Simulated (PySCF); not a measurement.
# Cl⁺: dipole response in dyall-av3z

How polarisable is Cl⁺ at the levels listed below?

Program: PySCF 2.14.0. Level of theory: unrestricted determinants in a Gaussian basis, no spin-orbit coupling in the energies. These are calculated values, not measurements, unless marked.

## Step 1: Starting point

* Element: chlorine (Z = 17)
* Basis: dyall-av3z (19s12p3d2f, 84 functions)
* Hamiltonian: the spin-free X2C one-electron Hamiltonian (Gaussian nucleus)
* State 1: Cl⁺: [Ne] 3s2 3p4, high-spin 3P determinant
* Methods: UHF, PBE, PBE0, revPBE, TPSSh

The outer shells:

Cl+ [Ne] 3s2 3p4
```
[Ne] core
3s [↑↓]
3p [↑↓][↑ ][↑ ]
```

The runs were made by one driver on top of PySCF. The scripts below sum up each run's settings (the driver also hands on starting orbitals that pick excited configurations, and frozen orbitals as a list rather than a count), and the logs come from the driver's own runs. The driver starts from symmetry-adapted Hartree-Fock orbitals, holds the occupation by maximum overlap and uses a logarithmic radial grid for functionals, so a plain start would take other cycles.

It was started by

```sh
> OMP_NUM_THREADS=1 python atomrun2.py TASK.json OUT
```

The integrals over 84 functions and the set-up took 0.19 s of CPU time.

## Step 2: Cl⁺: the ladder of methods

Level: UHF.

input.py reads:

```python
from pyscf import gto, scf, dft, mp, cc
import basis_set_exchange as bse
mol = gto.M(atom="Cl 0 0 0", charge=1, spin=2, symmetry="D2h",
            basis=gto.basis.parse(bse.get_basis("dyall-av3z", elements=["Cl"], fmt="nwchem", header=False)),
            nucmod="G")
mf = scf.UHF(mol).sfx2c1e()
mf.irrep_nelec = {'Ag': (3, 3), 'B1u': (2, 1), 'B2u': (2, 2), 'B3u': (2, 1)}
mf.kernel()
```

The log of the run:

```text
damping factor = 0
level_shift factor = 0
DIIS = <class 'pyscf.scf.diis.CDIIS'>
diis_start_cycle = 1
diis_space = 10
diis_damp = 0
SCF conv_tol = 1e-09
SCF conv_tol_grad = None
number electrons alpha = 9  beta = 7
cycle= 1 E= -460.470428548778  delta_E= -0.00631  |g|= 0.0348  |ddm|= 0.0473
cycle= 2 E= -460.47124934119  delta_E= -0.000821  |g|= 0.0133  |ddm|= 0.0178
cycle= 3 E= -460.471395024593  delta_E= -0.000146  |g|= 0.000837  |ddm|= 0.0116
cycle= 4 E= -460.471395796606  delta_E= -7.72e-07  |g|= 0.00022  |ddm|= 0.00117
cycle= 5 E= -460.471395845803  delta_E= -4.92e-08  |g|= 5.28e-05  |ddm|= 0.000334
cycle= 6 E= -460.47139584785  delta_E= -2.05e-09  |g|= 9.15e-06  |ddm|= 7.83e-05
cycle= 7 E= -460.471395847922  delta_E= -7.2e-11  |g|= 1.38e-06  |ddm|= 1.59e-05
converged SCF energy = -460.471395847922  <S^2> = 2.0105467  2S+1 = 3.0070229
```

Time after the integrals: 11 s (1 thread of Neoverse-V1, shared host).

The occupied shells:

| shell | electrons | mean orbital energy (eV) | spread (eV) | rms radius (bohr) |
| --- | --- | --- | --- | --- |
| 1s α | 1 | -2877.6 | 0 | 0.105 |
| 1s β | 1 | -2876.9 | 0 | 0.105 |
| 2s α | 1 | -303.52 | 0 | 0.478 |
| 2s β | 1 | -302.85 | 0 | 0.478 |
| 2p α | 3 | -233.00 | 0.749 | 0.451 |
| 2p β | 3 | -231.74 | 0.611 | 0.451 |
| 3s α | 1 | -43.742 | 0 | 1.61 |
| 3s β | 1 | -36.791 | 0 | 1.61 |
| 3p α | 3 | -26.345 | 2.258 | 1.85 |
| 3p β | 1 | -23.627 | 0 | 1.85 |

⟨S²⟩ = 2.011, ⟨L²⟩ = 2.04.

The driver then solved the coupled dipole response at imaginary frequencies: mean α = 8.481 bohr³ (xx, yy, zz: 8.383, 8.679, 8.383), C₆ = 40.13 au for a like pair.

Level: PBE.

input.py differs from the last one in:

```diff
@@ -5,3 +5,3 @@
             nucmod="G")
-mf = scf.UHF(mol).sfx2c1e()
+mf = dft.UKS(mol, xc="PBE").sfx2c1e()
 mf.irrep_nelec = {'Ag': (3, 3), 'B1u': (2, 1), 'B2u': (2, 2), 'B3u': (2, 1)}
```

The log of the run:

```text
damping factor = 0
level_shift factor = 0
DIIS = <class 'pyscf.scf.diis.CDIIS'>
diis_start_cycle = 1
diis_space = 10
diis_damp = 0
SCF conv_tol = 1e-09
SCF conv_tol_grad = None
number electrons alpha = 9  beta = 7
XC functionals = PBE
    J. P. Perdew, K. Burke, and M. Ernzerhof.,  Phys. Rev. Lett. 77, 3865 (1996)
    J. P. Perdew, K. Burke, and M. Ernzerhof.,  Phys. Rev. Lett. 78, 1396 (1997)
    J. P. Perdew, K. Burke, and M. Ernzerhof.,  Phys. Rev. Lett. 77, 3865 (1996)
    J. P. Perdew, K. Burke, and M. Ernzerhof.,  Phys. Rev. Lett. 78, 1396 (1997)
cycle= 1 E= -460.924618811559  delta_E= -0.0131  |g|= 0.0192  |ddm|= 0.118
cycle= 2 E= -460.924742743815  delta_E= -0.000124  |g|= 0.00542  |ddm|= 0.0184
cycle= 3 E= -460.924754973979  delta_E= -1.22e-05  |g|= 0.00257  |ddm|= 0.00634
cycle= 4 E= -460.924756357307  delta_E= -1.38e-06  |g|= 0.00024  |ddm|= 0.00141
cycle= 5 E= -460.924756371212  delta_E= -1.39e-08  |g|= 2.18e-05  |ddm|= 0.000128
cycle= 6 E= -460.924756371428  delta_E= -2.17e-10  |g|= 2.1e-06  |ddm|= 1.91e-05
converged SCF energy = -460.924756371428  <S^2> = 2.0033299  2S+1 = 3.0022191
```

It took 7.3 s on 1 thread of Neoverse-V1, shared host, the integrals not counted.

The driver then solved the coupled dipole response at imaginary frequencies: mean α = 8.751 bohr³ (xx, yy, zz: 8.574, 9.104, 8.574), C₆ = 41.66 au for a like pair.

Level: PBE0.

input.py differs from the last one in:

```diff
@@ -5,3 +5,3 @@
             nucmod="G")
-mf = dft.UKS(mol, xc="PBE").sfx2c1e()
+mf = dft.UKS(mol, xc="PBE0").sfx2c1e()
 mf.irrep_nelec = {'Ag': (3, 3), 'B1u': (2, 1), 'B2u': (2, 2), 'B3u': (2, 1)}
```

The log of the run:

```text
damping factor = 0
level_shift factor = 0
DIIS = <class 'pyscf.scf.diis.CDIIS'>
diis_start_cycle = 1
diis_space = 10
diis_damp = 0
SCF conv_tol = 1e-09
SCF conv_tol_grad = None
number electrons alpha = 9  beta = 7
XC functionals = PBE0
    C. Adamo and V. Barone.,  J. Chem. Phys. 110, 6158 (1999)
    M. Ernzerhof and G. E. Scuseria.,  J. Chem. Phys. 110, 5029 (1999)
cycle= 1 E= -460.959120823333  delta_E= -0.009  |g|= 0.0175  |ddm|= 0.0924
cycle= 2 E= -460.959271438785  delta_E= -0.000151  |g|= 0.00401  |ddm|= 0.0133
cycle= 3 E= -460.959279501955  delta_E= -8.06e-06  |g|= 0.00184  |ddm|= 0.00382
cycle= 4 E= -460.959280296505  delta_E= -7.95e-07  |g|= 0.000259  |ddm|= 0.000979
cycle= 5 E= -460.959280318993  delta_E= -2.25e-08  |g|= 2.18e-05  |ddm|= 0.000172
cycle= 6 E= -460.959280319253  delta_E= -2.6e-10  |g|= 2.38e-06  |ddm|= 2.38e-05
converged SCF energy = -460.959280319253  <S^2> = 2.0043788  2S+1 = 3.0029178
```

Time after the integrals: 17 s (1 thread of Neoverse-V1, shared host).

The driver then solved the coupled dipole response at imaginary frequencies: mean α = 8.604 bohr³ (xx, yy, zz: 8.455, 8.901, 8.455), C₆ = 40.79 au for a like pair.

Level: revPBE.

input.py differs from the last one in:

```diff
@@ -5,3 +5,3 @@
             nucmod="G")
-mf = dft.UKS(mol, xc="PBE0").sfx2c1e()
+mf = dft.UKS(mol, xc="PBE_R,PBE").sfx2c1e()
 mf.irrep_nelec = {'Ag': (3, 3), 'B1u': (2, 1), 'B2u': (2, 2), 'B3u': (2, 1)}
```

The log of the run:

```text
damping factor = 0
level_shift factor = 0
DIIS = <class 'pyscf.scf.diis.CDIIS'>
diis_start_cycle = 1
diis_space = 10
diis_damp = 0
SCF conv_tol = 1e-09
SCF conv_tol_grad = None
number electrons alpha = 9  beta = 7
XC functionals = PBE_R,PBE
    Y. Zhang and W. Yang.,  Phys. Rev. Lett. 80, 890 (1998)
    J. P. Perdew, K. Burke, and M. Ernzerhof.,  Phys. Rev. Lett. 77, 3865 (1996)
    J. P. Perdew, K. Burke, and M. Ernzerhof.,  Phys. Rev. Lett. 78, 1396 (1997)
cycle= 1 E= -461.03516609449  delta_E= -0.0121  |g|= 0.0185  |ddm|= 0.127
cycle= 2 E= -461.035283861015  delta_E= -0.000118  |g|= 0.0048  |ddm|= 0.0169
cycle= 3 E= -461.035293469755  delta_E= -9.61e-06  |g|= 0.00233  |ddm|= 0.00565
cycle= 4 E= -461.03529469402  delta_E= -1.22e-06  |g|= 0.000271  |ddm|= 0.00135
cycle= 5 E= -461.035294708982  delta_E= -1.5e-08  |g|= 2.32e-05  |ddm|= 0.000132
cycle= 6 E= -461.035294709228  delta_E= -2.46e-10  |g|= 2.13e-06  |ddm|= 2.12e-05
converged SCF energy = -461.035294709228  <S^2> = 2.0037177  2S+1 = 3.0024775
```

It took 7.6 s on 1 thread of Neoverse-V1, shared host, the integrals not counted.

The driver then solved the coupled dipole response at imaginary frequencies: mean α = 8.746 bohr³ (xx, yy, zz: 8.574, 9.089, 8.574), C₆ = 41.65 au for a like pair.

Level: TPSSh.

input.py differs from the last one in:

```diff
@@ -5,3 +5,3 @@
             nucmod="G")
-mf = dft.UKS(mol, xc="PBE_R,PBE").sfx2c1e()
+mf = dft.UKS(mol, xc="TPSSH").sfx2c1e()
 mf.irrep_nelec = {'Ag': (3, 3), 'B1u': (2, 1), 'B2u': (2, 2), 'B3u': (2, 1)}
```

The log of the run:

```text
damping factor = 0
level_shift factor = 0
DIIS = <class 'pyscf.scf.diis.CDIIS'>
diis_start_cycle = 1
diis_space = 10
diis_damp = 0
SCF conv_tol = 1e-09
SCF conv_tol_grad = None
number electrons alpha = 9  beta = 7
XC functionals = TPSSH
    V. N. Staroverov, G. E. Scuseria, J. Tao, and J. P. Perdew.,  J. Chem. Phys. 119, 12129 (2003)
cycle= 1 E= -461.123608081201  delta_E= -0.00888  |g|= 0.0176  |ddm|=  0.1
cycle= 2 E= -461.123740454874  delta_E= -0.000132  |g|= 0.00443  |ddm|= 0.0148
cycle= 3 E= -461.123747816837  delta_E= -7.36e-06  |g|= 0.00218  |ddm|= 0.00417
cycle= 4 E= -461.123748768042  delta_E= -9.51e-07  |g|= 0.000223  |ddm|= 0.00105
cycle= 5 E= -461.123748786451  delta_E= -1.84e-08  |g|= 2.53e-05  |ddm|= 0.000168
cycle= 6 E= -461.12374878672  delta_E= -2.69e-10  |g|= 1.51e-06  |ddm|= 2.26e-05
converged SCF energy = -461.12374878672  <S^2> = 2.0047675  2S+1 = 3.0031766
```

Time after the integrals: 34 s (1 thread of Neoverse-V1, shared host).

The driver then solved the coupled dipole response at imaginary frequencies: mean α = 8.612 bohr³ (xx, yy, zz: 8.461, 8.915, 8.461), C₆ = 41.15 au for a like pair.

Radial density 4πr²ρ of Cl⁺ at UHF:

| r (bohr) | density | spin density |
| --- | --- | --- |
| 0.00143 | 0.0953 | 0.000 |
| 0.00241 | 0.251 | 0.000 |
| 0.00405 | 0.650 | 0.000 |
| 0.00682 | 1.62 | 0.000 |
| 0.0115 | 3.82 | 0.000 |
| 0.0193 | 8.12 | 0.001 |
| 0.0324 | 14.5 | 0.003 |
| 0.0546 | 19.5 | 0.017 |
| 0.0918 | 17.2 | 0.073 |
| 0.154 | 13.2 | 0.215 |
| 0.260 | 18.3 | 0.312 |
| 0.437 | 15.5 | 0.051 |
| 0.735 | 4.45 | 0.258 |
| 1.24 | 4.29 | 1.334 |
| 2.08 | 2.24 | 0.789 |
| 3.50 | 0.178 | 0.061 |
| 5.88 | 0.00129 | 0.000 |

## Step 3: The response side by side

Cl⁺, in atomic units:

| method | mean α | C₆ (like pair) | S(−4) |
| --- | --- | --- | --- |
| UHF | 8.481 | 40.13 | 16.88 |
| PBE | 8.751 | 41.66 | 18.49 |
| PBE0 | 8.604 | 40.79 | 17.61 |
| revPBE | 8.746 | 41.65 | 18.48 |
| TPSSh | 8.612 | 41.15 | 17.47 |

α(iu) at TPSSh:

| u (hartree) | α(iu) (bohr³) |
| --- | --- |
| 0 | 8.612 |
| 0.0500 | 8.569 |
| 0.100 | 8.441 |
| 0.200 | 7.974 |
| 0.300 | 7.313 |
| 0.500 | 5.824 |
| 0.750 | 4.224 |
| 1.00 | 3.084 |
| 1.50 | 1.774 |
| 2.00 | 1.130 |
| 3.00 | 0.5693 |
| 5.00 | 0.2323 |

## Step 4: Summary of results

| quantity | value |
| --- | --- |
| α of Cl⁺ | 8.481 (UHF) to 8.751 (PBE) bohr³ |

A single London oscillator with the computed α and C₆ of Cl⁺ at UHF would have ω = 4 C₆ / (3 α²) = 0.744 hartree. The basis is finite, and no extrapolation was made.
